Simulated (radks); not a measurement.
**Ti³⁺ in [Ar] 3d1: an all-electron calculation**

An exercise on one series of results from a longer session: the logs are not shown, and one member is left open.

The numbers are computed with radks (a radial shooting solver on a logarithmic mesh, Libxc functionals) version 1 (non-relativistic Kohn-Sham, r2SCAN, spin-polarised, spherical densities, point nucleus; open shells are filled with parallel spins first), except any that are marked as measured or tabulated.

### Starting point

| Property | Result |
| --- | --- |
| element | titanium (Z = 22) |
| charge | +3 |
| electrons | 19 |
| configuration | [Ar] 3d1 |

The outer shells:

Ti³⁺
```
[Ar] core
3d [↑ ][  ][  ][  ][  ]
```

The first run:

Settings of this run:

```text
Z 22
configuration [Ar] 3d1 4s0 4p0
relativity non-relativistic
functional r2scan,r2scan
spin polarised
nucleus point
```

On the command line:

```sh
python run_ks.py task.json out
```

The same process makes all the runs of this session.

One table of the session follows, with a row left open; its other results are not shown here.

It belongs to the step «Shells». Sizes of the orbitals, from the radial functions (bohr):

| level | <r> | outermost maximum (interpolated) | 90 % within | nodes |
| --- | --- | --- | --- | --- |
| 1s down | 0.07019 | 0.0461 | 0.125 | 0 |
| 1s up | 0.07019 | 0.0461 | 0.125 | 0 |
| 2s up | ? | ? | ? | ? |
| 2s down | 0.3265 | 0.271 | 0.506 | 1 |
| 2p up | 0.2907 | 0.221 | 0.477 | 0 |
| 2p down | 0.2904 | 0.221 | 0.477 | 0 |
| 3s up | 0.9995 | 0.870 | 1.49 | 2 |
| 3s down | 1.001 | 0.871 | 1.49 | 2 |
| 3p up | 1.059 | 0.896 | 1.61 | 1 |
| 3p down | 1.060 | 0.897 | 1.62 | 1 |
| 3d up | 1.248 | 0.924 | 2.05 | 0 |
| 3d down | 1.242 | 0.925 | 2.04 | 0 |
| 4s up | 2.660 | 2.42 | 3.84 | 3 |
| 4p up | 3.040 | 2.75 | 4.41 | 2 |

Estimate the missing values for 2s up.

**Answer.** <r>: 0.3267; outermost maximum (interpolated): 0.271; 90 % within: 0.507; nodes: 1. In the column «<r>» it lies between 2s down (0.3265) and 3s up (0.9995).

Caveats from the session: Open shells are spherical and high-spin; term and fine-structure splittings are not resolved.
